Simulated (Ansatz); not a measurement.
# C2H8FNOSn: relaxing the structure

What shape does C2H8FNOSn take? The plan is to relax it.

The runs use Ansatz 0.2.0, Gaussian basis; RKS PBE0-D4/def2-TZVP.

Levels to be run: relaxation at PBE0-D4/def2-TZVP.

1 further run of the same task is left out (set aside as unsound or not needed).

## 1. The starting structure

SMILES `C[N](C)[SnH]([OH])[F]`, 14 atoms, charge 0, spin multiplicity 1.

Atoms are counted from 1 here; the program's logs count them from 0.

Bond lengths: C1–N2 1.446 Å, C1–H7 1.095 Å, C1–H8 1.092 Å, C1–H9 1.089 Å, N2–C3 1.446 Å, N2–Sn4 2.091 Å, C3–H10 1.092 Å, C3–H11 1.095 Å, C3–H12 1.087 Å, Sn4–O5 1.946 Å, Sn4–F6 1.969 Å, Sn4–H13 1.742 Å, O5–H14 0.959 Å. Angles: N2–C1–H7 113.3°, N2–C1–H8 107.7°, N2–C1–H9 109.8°, H7–C1–H8 108.0°, H7–C1–H9 109.4°, H8–C1–H9 108.4°, C1–N2–C3 111.1°, C1–N2–Sn4 115.7°, C3–N2–Sn4 116.1°, N2–C3–H10 107.6°, N2–C3–H11 113.3°, N2–C3–H12 109.6°, H10–C3–H11 108.2°, H10–C3–H12 108.4°, H11–C3–H12 109.6°, N2–Sn4–O5 105.8°, N2–Sn4–F6 99.0°, N2–Sn4–H13 134.9° and more.

The start is a GFN2-xTB geometry. Sn takes the def2 core potential; no spin-orbit term is included.

## 2. Optimising with PBE0-D4/def2-TZVP

The input, in.yaml:

```yaml
crystal:
  periodic: [false, false, false]
  atoms:
    - {symbol: C, position_ang: [-1.607180, 0.286430, 0.246340]}
    - {symbol: N, position_ang: [-0.168300, 0.264180, 0.391030]}
    - {symbol: C, position_ang: [0.363220, 1.604290, 0.504180]}
    - {symbol: Sn, position_ang: [0.852160, -1.025610, -0.900520]}
    - {symbol: O, position_ang: [0.395360, -2.827210, -0.322710]}
    - {symbol: F, position_ang: [2.662160, -0.847990, -0.146960]}
    - {symbol: H, position_ang: [-1.949660, 0.910460, -0.586060]}
    - {symbol: H, position_ang: [-2.027400, 0.692320, 1.168390]}
    - {symbol: H, position_ang: [-1.981200, -0.727640, 0.116480]}
    - {symbol: H, position_ang: [-0.016350, 2.032510, 1.433700]}
    - {symbol: H, position_ang: [0.065780, 2.259720, -0.320800]}
    - {symbol: H, position_ang: [1.447750, 1.562670, 0.564200]}
    - {symbol: H, position_ang: [1.106010, -1.095240, -2.622680]}
    - {symbol: H, position_ang: [0.857650, -3.088890, 0.475410]}
basis:
  gaussian: {orbitals: def2-TZVP}
hamiltonian: {xc: pbe0, dispersion: d4}
relax: {f_tol: 0.005, max_steps: 150}
```

On the command line:

```
> ansatz run in.yaml --threads 2 --pin off --events-out ev --progress --plain --max-ram 22528MiB --backend cuda --devices 0, --max-vram 18GiB
```

Q: Predict the results of all the runs planned. Wanted: point group; shift from the start; total energy; dispersion term; dipole moment.

The runs gave:

| quantity | value |
| --- | --- |
| point group | C1 |
| steps | 15 |
| shift from the start (rms) | 0.195 Å |
| total energy | -14285.6299 eV |
| dispersion term | -265 meV |
| dipole moment | 2.83 D |

In words: The atoms moved 0.19 Å (rms) from the start; the bond that changed most is N2–Sn4, from 2.091 to 1.998 Å. No vibrations were run, so it is not proven to be a minimum. The largest Mulliken charge, +1.11 e, sits on Sn4.
